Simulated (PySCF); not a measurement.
# Cl5Pb (Pb(Cl)5-): the cost of one run

Method: PBE0, Pb def2-SVP with ECP60, Cl def2-SVP; scalar-relativistic core potentials, no spin–orbit coupling; program: PySCF 2.14.0.

2 further runs of the same task are left out: 2 for a known fault of the program.

### 1 The starting structure

6 atoms, charge -1, spin multiplicity 1.

Bond lengths: Pb1–Cl2 2.468 Å, Pb1–Cl3 2.509 Å, Pb1–Cl4 2.509 Å, Pb1–Cl5 2.509 Å, Pb1–Cl6 2.509 Å. Angles: Cl2–Pb1–Cl3 102.7°, Cl2–Pb1–Cl4 102.7°, Cl2–Pb1–Cl5 102.7°, Cl2–Pb1–Cl6 102.7°, Cl3–Pb1–Cl4 87.2°, Cl3–Pb1–Cl5 154.6°, Cl3–Pb1–Cl6 87.2°, Cl4–Pb1–Cl5 87.2°, Cl4–Pb1–Cl6 154.6°, Cl5–Pb1–Cl6 87.2°.

Coordinates:

```
Pb    0.0000    0.0000   -0.0271
Cl    0.0000    0.0000    2.4411
Cl    2.4475    0.0000   -0.5792
Cl    0.0000    2.4475   -0.5792
Cl   -2.4475    0.0000   -0.5792
Cl    0.0000   -2.4475   -0.5792
```

Formal oxidation states: Pb +4. An earlier session relaxed this geometry at PBE0, Pb def2-SVP with ECP60, Cl def2-SVP (singlet, point group C4v).

Its energy there is -2492.641299 Eh.

### 2 Multiplicity 3 at the relaxed geometry

Input file run.py (the lines that set the calculation):

```python
mol = gto.M(atom='''
Pb     0.00000     0.00000    -0.02706
Cl     0.00000     0.00000     2.44112
Cl     2.44753     0.00000    -0.57918
Cl     0.00000     2.44753    -0.57918
Cl    -2.44753     0.00000    -0.57918
Cl     0.00000    -2.44753    -0.57918''',
    basis={'Pb': 'def2-SVP', 'Cl': 'def2-SVP'},
    ecp={'Pb': 'def2-SVP'},
    charge=-1, spin=2)
mf = dft.UKS(mol, xc='PBE0')
mf.grids.atom_grid = (50, 194)
mf = mf.density_fit()  # fitting sets: Pb def2-universal-JKFIT, Cl def2-universal-JKFIT
mf.conv_tol = 1e-08; mf.max_cycle = 55
mf.kernel(dm0)  # dm0: free metal ions and neutral atoms
```

The run is started by

```sh
$ OMP_NUM_THREADS=2 python run.py
```

**Question.** How long does this run take on 2 threads of Arm Neoverse V2, shared host?

About 5.9 s.
